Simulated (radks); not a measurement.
# Tc³⁺ in [Kr] 4d4: an all-electron calculation

Wanted: eigenvalues, radial structure and energy terms of the technetium ion Tc3+.

The numbers are computed with radks (a radial shooting solver on a logarithmic mesh, Libxc functionals) version 1 (Dirac Kohn-Sham, HCTH/407, spin-unpolarised, spherical densities, finite nucleus; open shells are shared between the two j in proportion to 2j + 1), except any that are marked as measured or tabulated.

## Step 1: Starting point

- element: technetium (Z = 43)
- charge: +3
- electrons: 40
- configuration: [Kr] 4d4
- nuclear rms radius: 4.4112 fm

Outer shells as boxes (Hund's rule):

Tc³⁺
```
[Kr] core
4d [↑ ][↑ ][↑ ][↑ ][  ]
```

## Step 2: The run

Settings of this run:

```text
Z 43
configuration [Kr] 4d4 5s0 5p0
relativity Dirac
functional hcth_407
spin unpolarised
j_filling average
nucleus finite rms 4.4112 fm
c 137.035999084
```

The run is started by

```bash
python run_ks.py task.json out
```

This one command runs every case of the session in turn.

Q: Predict the outcome of this run.

As calculated:

```
                        quantity                   value
                    total energy     -4287.05959 hartree
exchange-correlation share of it                  3.04 %
                            −T/E                  1.0386
          highest occupied level       4d5/2, -35.459 eV
    most extended occupied level  4d5/2, <r> = 1.51 bohr
 radius at density 0.001 e/bohr³               3.26 bohr
    maxima of the radial density                       4
         ionisation energy, NIST          41 (theory) eV
```

What this shows: 4 principal shells are occupied and 4 maxima appear in the radial density. Relativity lifts −T/E to 1.039. Minus the highest eigenvalue, 35.459 eV, is 86 % of the tabulated ionisation energy (41 eV); the potential of a semilocal functional falls off too fast, so its top eigenvalue is too shallow. Spin polarisation and multiplet splitting are left out. Sharing an open shell by 2j + 1 raises it above the true ground level by a part of the spin-orbit splitting, which enters the differences from NIST.
